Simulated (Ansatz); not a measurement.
# FeSiS: one geometry, two states

Aim: solve FeSiS (a known structure type filled with other elements, at an estimated volume) from each of its saved states, at one geometry and mesh, and see which is lowest and how they differ.

Computed, not measured: Ansatz 0.2.0, DFT, PBEsol, with U_eff = 1.91 eV on Fe d, plane waves, PAW.

## Step 1: The system as given

The structure is tetragonal, space group P4/nmm (No. 129). Conventional cell: a = 3.417 Å, b = 3.417 Å, c = 7.572 Å, α = 90.00°, β = 90.00°, γ = 90.00°. Si (site symmetry -4m2) has 4 Si at 2.42 Å and 4 Fe at 2.71 Å as nearest neighbours. Fe (site symmetry 4mm) has 5 S at 2.53 to 2.61 Å and 4 Si at 2.71 Å as nearest neighbours. Around S (site symmetry 4mm) lie 5 Fe at 2.53 to 2.61 Å.

Its coordinates follow in the input file.

The states: A, Fe3 up, Fe4 up (collinear spin); B, Fe3 up, Fe4 down (collinear spin). Each run reads its own saved solution as saved_state.

## Step 2: Run from state A

Input file input.yaml:

```yaml
crystal:
  lattice:
    - [3.4168562, 0.0, 0.0]
    - [0.0, 3.4168562, 0.0]
    - [0.0, 0.0, 7.5719817]
  atoms:
    - { symbol: Si, position: [0.0, 0.0, 0.0], spin: 0.0 }
    - { symbol: Si, position: [0.5, 0.5, 0.0], spin: 0.0 }
    - { symbol: Fe, position: [0.0, 0.5, 0.277], spin: 4.0 }
    - { symbol: Fe, position: [0.5, 0.0, 0.723], spin: 4.0 }
    - { symbol: S, position: [0.0, 0.5, 0.622], spin: 0.0 }
    - { symbol: S, position: [0.5, 0.0, 0.378], spin: 0.0 }
kpoints:
  mp_grid: { grid: [7, 7, 3], shift: [0, 0, 0] }
  band_path:
    path:
      - [0.0, 0.0, 0.0]
      - [0.0, 0.5, 0.0]
      - [0.5, 0.5, 0.0]
      - [0.0, 0.0, 0.0]
      - [0.0, 0.0, 0.5]
      - [0.0, 0.5, 0.5]
      - [0.5, 0.5, 0.5]
      - [0.0, 0.0, 0.5]
      - [0.0, 0.5, 0.0]
      - [0.0, 0.5, 0.5]
      - [0.5, 0.5, 0.0]
    npoints: 7
magnetization:
  spin_polarized: true
scf:
  occupations: { method: cold, width: 0.0709 }
  lower_state_search: "off"
  max_iter: 200
hamiltonian:
  pseudopotentials: { kind: paw }
  xc: pbesol
  hubbard:
    projectors: all-electron-atomic
    sites: [{ species: Fe, l: d, u_eff: 1.91 }]
basis:
  ecutwfc: 420
  fft_grid_basis: typed
output:
  forces: true
  stress: true
  eigenvalues: true
  bader: true
  populations: true
  elf: true
  write_potential: true
  volumetric_format: npy
  dos:
    e_range: [-12, 8]
    de: 0.05
    projected: { site_lists: { Fe: [Fe], S: [S], Si: [Si] } }
  write_density: true
checkpoint:
  read: saved_state
```

Run with:

```console
> ansatz run input.yaml --threads 1 --pin off --max-ram 2560MiB --backend cpu --events-out ev --progress --plain --runs-dir out
```

## Step 4: Run from state B

Input file input.yaml:

```yaml
crystal:
  lattice:
    - [3.4168562, 0.0, 0.0]
    - [0.0, 3.4168562, 0.0]
    - [0.0, 0.0, 7.5719817]
  atoms:
    - { symbol: Si, position: [0.0, 0.0, 0.0] }
    - { symbol: Si, position: [0.5, 0.5, 0.0] }
    - { symbol: Fe, position: [0.0, 0.5, 0.277], spin: 4.0 }
    - { symbol: Fe, position: [0.5, 0.0, 0.723], spin: -4.0 }
    - { symbol: S, position: [0.0, 0.5, 0.622] }
    - { symbol: S, position: [0.5, 0.0, 0.378] }
kpoints:
  mp_grid: { grid: [7, 7, 3], shift: [0, 0, 0] }
magnetization:
  spin_polarized: true
scf:
  occupations: { method: cold, width: 0.0709 }
  lower_state_search: "off"
  max_iter: 200
hamiltonian:
  pseudopotentials: { kind: paw }
  xc: pbesol
  hubbard:
    projectors: all-electron-atomic
    sites: [{ species: Fe, l: d, u_eff: 1.91 }]
basis:
  ecutwfc: 420
  fft_grid_basis: typed
output:
  forces: true
  stress: true
  eigenvalues: true
  bader: true
  populations: true
  elf: true
  write_potential: true
  volumetric_format: npy
  dos:
    e_range: [-12, 8]
    de: 0.05
    projected: { site_lists: { Fe: [Fe], S: [S], Si: [Si] } }
  write_density: true
checkpoint:
  read: saved_state
```

(Steps that only read results are left out.)

**Question.** What will these runs give? Wanted: for each run, free energy; largest site moment; size of the net moment; gap; pressure; largest force.

The runs gave:

```
state  free energy (meV/atom)  largest site moment (μB)  size of the net moment (μB/cell)  gap (eV)  pressure (GPa)  largest force (eV/Å)  SCF cycles
    A                     0.0                      3.11                              6.76     metal            -4.6                  0.40          16
    B                    35.9                      3.03                              0.00     metal            -4.5                  0.11          24
```

State A lies lowest, 35.9 meV per atom under state B. Every run converged, so convergence alone does not show that a state is the lowest.
